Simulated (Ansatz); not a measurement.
# GeH3F (built from SMILES F.[GeH2]): a saddle search

Does the minimum-mode search get back to a saddle from here?

Method: PBE-D4/pcseg-2; program: Ansatz 0.2.0, Gaussian basis.

1 further run of the same task is left out (it didn't finish).

The start, a known saddle point with all atoms moved at random by about 0.06 Å a coordinate: 5 atoms, charge 0, spin multiplicity 1.

Atoms are counted from 1 here; the program's logs count them from 0.

Bond lengths: Ge1–H2 1.784 Å, Ge1–F3 1.987 Å, Ge1–H4 1.545 Å, Ge1–H5 1.699 Å. Angles: H2–Ge1–F3 37.3°, H2–Ge1–H4 86.7°, H2–Ge1–H5 31.6°, F3–Ge1–H4 90.4°, F3–Ge1–H5 68.7°, H4–Ge1–H5 88.4°.

Coordinates:

```
Ge   -0.8343   -0.4978   -0.3185
H     0.7063   -0.0356    0.4542
F     1.0952   -0.2053   -0.6908
H    -1.1054    1.0146   -0.4782
H     0.0220   -0.1456    1.1057
```

The structure above is the start of the run; the results belong to its end.

```
                  quantity          value
                     steps              7
             energy change  -2.9 kcal/mol
        last largest force    0.0004 eV/Å
       RMSD from the start        0.060 Å
RMSD from the known saddle        0.018 Å
```

What this shows: It converged in 7 steps at a force tolerance of 0.05 eV/Å. It is back at the known saddle, up to the shift that another level brings.

Which input would start the first run of this session?

A: The one that was run. It is one of several that fit.

Contents of run/in.yaml:

```yaml
crystal:
  periodic: [false, false, false]
  atoms:
    - {symbol: Ge, position_ang: [-0.834328, -0.497757, -0.318461]}
    - {symbol: H, position_ang: [0.706278, -0.035563, 0.454156]}
    - {symbol: F, position_ang: [1.095233, -0.205306, -0.690834]}
    - {symbol: H, position_ang: [-1.105386, 1.014622, -0.478172]}
    - {symbol: H, position_ang: [0.021992, -0.145579, 1.105670]}
basis:
  gaussian: {orbitals: pcseg-2}
hamiltonian: {xc: pbe, dispersion: d4}
saddle:
  f_tol: 0.05
  max_steps: 40
  mode_guess:
    - [0.2316, -0.0126, -0.2637]
    - [-0.4033, 0.0626, 0.6030]
    - [-0.1927, -0.1021, -0.4284]
    - [0.0465, -0.0096, -0.0018]
    - [0.3179, 0.0618, 0.0908]
```

On the command line:

```sh
$ ansatz run in.yaml --threads 2 --pin off --events-out ev --progress --plain --max-ram 4352MiB
```
